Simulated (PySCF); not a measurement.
# C3H8BGa: the cost of one run

Computed with PySCF 2.14.0, with density-fitted response routines of our own, on a single molecule in the gas phase. Atoms are numbered from 0 throughout.

## 1. Starting geometry

13 atoms, charge 0, multiplicity 1; geometry from: GFN2-xTB. The atoms were then displaced at random by about 0.01 Å, so the start is not that level's minimum.

Bonds of the start (Å): B0–C1 1.51, C1–Ga2 2.06, Ga2–C3 2.08, C3–C4 1.32, B0–H5 1.17, B0–H6 1.19, C1–H7 1.08, C1–H8 1.09, Ga2–H9 1.62, C3–H10 1.07, C4–H11 1.09, C4–H12 1.08.

## 2. Optimising the geometry at PBE0-D3(BJ)/def2-SVP

The job: settings as JSON, then the geometry in Å.

```
{"job": {"xc": "PBE0", "basis": "def2-SVP", "d3": "d3bj", "grid": 1, "shake": 0.01, "kind": "geom"}, "charge": 0, "multiplicity": 1}
B     -1.872330    -0.612380    -0.947610
C     -1.178390    -1.200820     0.252740
Ga    -0.230150     0.447820     1.050440
C      1.637490     1.105400     0.429540
C      2.144700     0.558920    -0.664310
H     -1.348800    -0.494070    -1.989600
H     -2.966990    -0.151920    -0.839130
H     -1.786400    -1.572410     1.060900
H     -0.367850    -1.900510     0.060720
H     -0.880890     1.254150     2.290010
H      2.135420     1.889470     0.963980
H      3.111970     0.868380    -1.050560
H      1.608070    -0.208910    -1.211180
```

Command:

```console
$ OMP_NUM_THREADS=1 python probes_run.py task.json out
```

The driver reads the jobs from task.json and runs them one after another.

**Question.** How long does this first job take on 1 thread of Arm Neoverse V2, shared host, and how much memory does it need?

About 51 s, with a peak of 0.5 GiB.
